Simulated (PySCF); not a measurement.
# C7H5NO (4-hydroxybenzonitrile): the cost of one run

Computed with PySCF 2.14.0 and routines of our own; the level stands in each step. Atoms count from 0.

### Step 1. The system as given

14 atoms, charge 0, multiplicity 1; geometry from: GFN2-xTB.

### Step 2. Optimising the geometry at PBE0-D3(BJ)/def2-SVP

Job settings and geometry (Å):

```
{"job": {"xc": "PBE0", "basis": "def2-SVP", "d3": "d3bj", "grid": 2, "kind": "geom"}, "charge": 0, "multiplicity": 1}
N      3.841468    -0.559913    -0.149124
C      2.710592    -0.374445    -0.102950
C      1.317709    -0.150820    -0.045853
C      0.820543     1.135428     0.177794
C     -0.538174     1.349412     0.233611
C     -1.423134     0.283797     0.066298
O     -2.749611     0.542785     0.128435
C     -0.927210    -0.998535    -0.157478
C      0.433603    -1.216626    -0.212662
H      1.508004     1.957811     0.306813
H     -0.942617     2.333591     0.406665
H     -3.257763    -0.268222     0.001118
H     -1.613605    -1.824715    -0.288763
H      0.819515    -2.210021    -0.386072
```

Command:

```bash
> OMP_NUM_THREADS=1 python excited_run.py task.json out
```

One launch serves the whole session: the jobs run in the order shown.

Q: Estimate the wall time and peak memory of this first job on 1 thread of Intel Xeon 6975P-C, shared host.

About 39 s, with a peak of 0.73 GiB.
